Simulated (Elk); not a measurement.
# Pb: a single-point run

Aim: a sound single-point run of Pb. The structure is shown as the input types it.

Program: Elk 11.2.3 (patched build). Level of theory: DFT, PBEsol, all-electron APW+lo, Dirac cores, scalar-relativistic bands; ground state. These are calculated values, not measurements.

## Step 1: The structure to begin with

Symmetry: P6_3/mmc, No. 194, hexagonal system. Conventional cell: a = 3.480 Å, b = 3.480 Å, c = 5.590 Å, α = 90.00°, β = 90.00°, γ = 120.00°. Around Pb (site symmetry -6m2) lie 12 Pb at 3.44 to 3.48 Å.

Coordinates:

```
Pb
1.0
     3.48000    0.00000    0.00000
    -1.74000    3.01377    0.00000
     0.00000    0.00000    5.59000
Pb
2
Direct
  0.33333 0.66667 0.25000
  0.66667 0.33333 0.75000
```

## Step 2: Running it

Input file elk.in:

```
tasks
  0
xctype
  22

rgkmax
  7.5

gmaxvr
  14.0

lmaxapw
  9

lmaxo
  7

lmaxi
  2

nrmtscf
  1.5

lradstp
  4

nempty
  5

epspot
  1e-06

epsengy
  0.0001

maxscl
  50

swidth
  0.001

sppath
  './'

avec
  6.57624691372 0.00000000000 0.00000000000
  -3.28812345687 5.69519688884 0.00000000000
  0.00000000000 0.00000000000 10.56356903666

atoms
  1
  'Pb.in'
  2
  0.333333333333 0.666666666667 0.250000000000   0.000 0.000 0.000
  0.666666666667 0.333333333333 0.750000000000   0.000 0.000 0.000

ngridk
  10 10 6
```

Run with:

```sh
$ OMP_NUM_THREADS=1 elk
```

What happens when this is run?

The program refused the input before any cycle. Its message: «Error(readinput): error reading tasks (blank line required after tasks block) »

The input's layout is broken, so the reader takes one item for another.

As a rule, mend the layout.
